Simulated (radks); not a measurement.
**Zn⁺ in [Ar] 3d10 4s0.75 4d0.25: an all-electron calculation**

An exercise on one series of results from a longer session: the logs are not shown, and one member is left open.

Program: radks (a radial shooting solver on a logarithmic mesh, Libxc functionals) version 1. Level of theory: scalar-relativistic Kohn-Sham, BLYP, spin-polarised, spherical densities, finite nucleus; open shells are filled with parallel spins first. These are calculated values, not measurements, unless marked.

**The system**

```
element            : zinc (Z = 30)
charge             : +1
electrons          : 29
configuration      : [Ar] 3d10 4s0.75 4d0.25
nuclear rms radius : 3.9283 fm
```

Set-up of the first run:

The run's settings:

```text
Z 30
configuration [Ar] 3d10 4s0.75 4d0.25 4p0 5s0 4f0 5d0
relativity scalar-relativistic
functional b88,lyp
spin polarised
nucleus finite rms 3.9283 fm
c 137.035999084
```

On the command line:

```bash
$ python run_ks.py task.json out
```

This one command runs every case of the session in turn.

One table of the session follows, with a row left open; its other results are not shown here.

It belongs to the step «Radial structure». Sizes of the orbitals, from the radial functions (bohr):

| level | <r> | outermost maximum (interpolated) | 90 % within | nodes |
| --- | --- | --- | --- | --- |
| 1s up | 0.05031 | 0.0329 | 0.0899 | 0 |
| 1s down | 0.05031 | 0.0329 | 0.0899 | 0 |
| 2s up | 0.2262 | 0.189 | 0.350 | 1 |
| 2s down | 0.2262 | 0.189 | 0.350 | 1 |
| 2p up | 0.1982 | 0.152 | 0.324 | 0 |
| 2p down | 0.1982 | 0.152 | 0.324 | 0 |
| 3s up | 0.6815 | 0.588 | 1.02 | 2 |
| 3s down | 0.6813 | 0.588 | 1.02 | 2 |
| 3p up | 0.7139 | 0.592 | 1.10 | 1 |
| 3p down | 0.7134 | 0.592 | 1.10 | 1 |
| 3d up | 0.8992 | 0.566 | 1.58 | 0 |
| 3d down | 0.8912 | 0.565 | 1.56 | 0 |
| 4s up | 2.354 | 1.97 | 3.53 | 3 |
| 4s down | 2.371 | 1.97 | 3.58 | 3 |
| 4p up | 3.034 | 2.47 | 4.65 | 2 |
| 4p down | 3.088 | 2.51 | 4.73 | 2 |
| 5s up | ? | ? | ? | ? |
| 4d up | 6.273 | 5.29 | 9.59 | 1 |

Estimate the missing values for 5s up.

**Answer.** <r>: 6.349; outermost maximum (interpolated): 5.80; 90 % within: 9.17; nodes: 4. In the column «<r>» it is the highest.
